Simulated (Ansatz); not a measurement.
# C₃H₅F₃O: up Jacob's ladder to CCSD(T)

The task here is to estimate one member of a computed series from the others.

The runs use Ansatz 0.2.0, Gaussian basis; functionals in def2-TZVPP, the program's frozen cores in correlated methods.

The runs, in order: LDA (SPW92), PBE-D4, revPBE-D4, BLYP-D4, r2SCAN-D4, B97M-V, PBE0-D4, B3LYP-D4, r2SCANh-D4, r2SCAN0-D4, HSE06-D4, BHLYP-D4, CAM-B3LYP-D4, LC-ωPBE, ωB97X-V, ωB97M-V, B2PLYP, PBE-QIDH; CCSD(T)/def2-SVP; CCSD(T)/def2-TZVPP; MP2/def2-QZVPP; extrapolation to the limit; RPA on PBE.

## The geometry

The geometry comes from an earlier relaxation with PBE0-D4 in a triple-zeta def2 set; it is a stationary point, not always the lowest conformer.

12 atoms, charge 0, spin multiplicity 1.

Atoms are counted from 1 here; the program's logs count them from 0.

Bond lengths: C1–C2 1.497 Å, C1–H8 1.090 Å, C1–H9 1.091 Å, C1–H10 1.090 Å, C2–F3 1.382 Å, C2–O4 1.394 Å, C2–H11 1.095 Å, O4–C5 1.365 Å, C5–F6 1.333 Å, C5–F7 1.356 Å, C5–H12 1.094 Å. Angles: C2–C1–H8 109.6°, C2–C1–H9 109.5°, C2–C1–H10 109.9°, H8–C1–H9 109.4°, H8–C1–H10 109.2°, H9–C1–H10 109.2°, C1–C2–F3 109.9°, C1–C2–O4 108.6°, C1–C2–H11 113.0°, F3–C2–O4 108.6°, F3–C2–H11 106.2°, O4–C2–H11 110.4°, C2–O4–C5 115.2°, O4–C5–F6 106.9°, O4–C5–F7 110.3°, O4–C5–H12 113.5°, F6–C5–F7 107.7°, F6–C5–H12 110.1° and more.

As a file:

| atom | x (Å) | y (Å) | z (Å) |
| --- | --- | --- | --- |
| C1 | 0.4777 | -1.5525 | 0.7861 |
| C2 | 0.2814 | -0.4694 | -0.2278 |
| F3 | -0.3430 | -0.9829 | -1.3482 |
| O4 | -0.5371 | 0.5141 | 0.3258 |
| C5 | -0.6405 | 1.6635 | -0.4030 |
| F6 | -1.6044 | 2.3934 | 0.1590 |
| F7 | 0.5120 | 2.3736 | -0.3285 |
| H8 | 1.0679 | -2.3589 | 0.3513 |
| H9 | -0.4929 | -1.9406 | 1.0975 |
| H10 | 1.0000 | -1.1546 | 1.6565 |
| H11 | 1.2233 | -0.0321 | -0.5758 |
| H12 | -0.8676 | 1.4913 | -1.4592 |

The first run:

in.yaml reads:

```yaml
crystal:
  periodic: [false, false, false]
  atoms:
    - {symbol: C, position_ang: [0.477726, -1.552482, 0.786147]}
    - {symbol: C, position_ang: [0.281411, -0.469419, -0.227753]}
    - {symbol: F, position_ang: [-0.343026, -0.982896, -1.348199]}
    - {symbol: O, position_ang: [-0.537068, 0.514107, 0.325835]}
    - {symbol: C, position_ang: [-0.640464, 1.663521, -0.402997]}
    - {symbol: F, position_ang: [-1.604416, 2.393356, 0.159047]}
    - {symbol: F, position_ang: [0.512035, 2.373576, -0.328535]}
    - {symbol: H, position_ang: [1.067887, -2.358919, 0.351307]}
    - {symbol: H, position_ang: [-0.492885, -1.940611, 1.097531]}
    - {symbol: H, position_ang: [0.999954, -1.154582, 1.656549]}
    - {symbol: H, position_ang: [1.223350, -0.032097, -0.575774]}
    - {symbol: H, position_ang: [-0.867607, 1.491348, -1.459160]}
basis:
  gaussian: {orbitals: def2-TZVPP}
hamiltonian: {xc: lda}
output: {orbitals: {seedname: orbitals}}
```

Launch:

```bash
> ansatz run in.yaml --threads 4 --pin off --events-out ev --progress --plain --max-ram 11315MiB
```

Steps of the session up to this table: LDA; PBE-D4 (GGA); revPBE-D4 (GGA); BLYP-D4 (GGA); r2SCAN-D4 (meta-GGA); B97M-V (meta-GGA); PBE0-D4 (hybrid); B3LYP-D4 (hybrid); r2SCANh-D4 (hybrid); r2SCAN0-D4 (hybrid); HSE06-D4 (hybrid); BHLYP-D4 (hybrid); CAM-B3LYP-D4 (range-separated); LC-ωPBE (range-separated); ωB97X-V (range-separated); ωB97M-V (range-separated); B2PLYP (double hybrid); PBE-QIDH (double hybrid).

One table of the session follows, with a row left open; its other results are not shown here.

It belongs to the step «Frontier levels by functional». 

| functional | HOMO (eV) | LUMO (eV) | gap (eV) |
| --- | --- | --- | --- |
| LDA (SPW92) | -8.12 | 0.39 | 8.51 |
| PBE-D4 | -7.92 | 0.58 | 8.51 |
| revPBE-D4 | -7.84 | 0.66 | 8.50 |
| BLYP-D4 | -7.87 | 0.54 | 8.41 |
| r2SCAN-D4 | -8.32 | 1.34 | 9.66 |
| B97M-V | -8.49 | 0.79 | 9.28 |
| PBE0-D4 | -9.68 | 1.42 | 11.09 |
| B3LYP-D4 | -9.44 | 1.04 | 10.48 |
| r2SCANh-D4 | -8.98 | 1.62 | 10.60 |
| r2SCAN0-D4 | -9.96 | 1.99 | 11.95 |
| HSE06-D4 | -9.27 | 1.05 | 10.31 |
| BHLYP-D4 | -11.41 | 1.97 | 13.38 |
| CAM-B3LYP-D4 | -11.22 | 2.14 | 13.36 |
| LC-ωPBE | ? | ? | ? |
| ωB97X-V | -12.20 | 3.30 | 15.50 |
| ωB97M-V | -12.13 | 2.83 | 14.96 |

**Question.** Estimate the row for LC-ωPBE.

The run gave: HOMO (eV): -12.53; LUMO (eV): 3.49; gap (eV): 16.01. In the column «HOMO (eV)» it is the lowest.
